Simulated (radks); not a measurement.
# Polarisabilities and dispersion coefficients of Ar, K⁺, Ca²⁺ and others

An exercise on one series of results from a longer session: the logs are not shown, and one member is left open.

Method: scalar-relativistic Kohn-Sham, LB94 model potential, spin-polarised, spherical densities, finite nucleus. Code: radks (a radial shooting solver on a logarithmic mesh, Libxc functionals) version 1.

## Starting point

```
species : Ar ([Ar]), K⁺ ([Ar]), Ca²⁺ ([Ar]), Sc³⁺ ([Ar]), Ti⁴⁺ ([Ar]), V⁵⁺ ([Ar]), Cr⁶⁺ ([Ar]), Mn⁷⁺ ([Ar]), Fe⁸⁺ ([Ar])
```

LB94 adds a gradient term to the LDA potential that gives it a −1/r tail. It is a model potential with no energy functional, so Etot and Exc are not given.

Set-up of the first run:

Settings of this run:

```text
Z 18
configuration [Ar]
relativity scalar-relativistic
functional lda,pw
model_potential LB94
spin polarised
nucleus finite rms 3.4274 fm
c 137.035999084
response adiabatic LDA kernel
```

Steps of the session up to this table: Ar, [Ar]; K⁺, [Ar]; Ca²⁺, [Ar]; Sc³⁺, [Ar]; Ti⁴⁺, [Ar]; V⁵⁺, [Ar]; Cr⁶⁺, [Ar]; Mn⁷⁺, [Ar]; Fe⁸⁺, [Ar].

One of the session's tables, all rows but one given; the rest of the session is left out.

| species | −ε(HOMO) (eV) | α (bohr³) | α uncoupled (bohr³) | C6 (hartree bohr⁶) | C8 (hartree bohr⁸) |
| --- | --- | --- | --- | --- | --- |
| Ar | 15.736 | 11.45 | 17.38 | 67.03 | 1729 |
| K⁺ | 31.329 | 5.741 | 8.918 | 24.79 | 430.8 |
| Ca²⁺ | 50.372 | 3.392 | 5.338 | 11.34 | 145.4 |
| Sc³⁺ | 72.729 | 2.204 | 3.496 | 5.894 | 58.66 |
| Ti⁴⁺ | 98.323 | 1.525 | 2.432 | 3.345 | 26.71 |
| V⁵⁺ | ? | ? | ? | ? | ? |
| Cr⁶⁺ | 159.05 | 0.8285 | 1.327 | 1.288 | 7.082 |
| Mn⁷⁺ | 194.13 | 0.6384 | 1.023 | 0.8528 | 3.985 |
| Fe⁸⁺ | 232.33 | 0.5029 | 0.8055 | 0.5834 | 2.346 |

Estimate the missing values for V⁵⁺.

As computed: −ε(HOMO) (eV): 127.11; α (bohr³): 1.105; α uncoupled (bohr³): 1.766; C6 (hartree bohr⁶): 2.025; C8 (hartree bohr⁸): 13.29. In the column «−ε(HOMO) (eV)» it lies between Ti⁴⁺ (98.323) and Cr⁶⁺ (159.05).

Uncoupled leaves out the potential induced by the response; C8 is given only where no p, d or f shell is open.
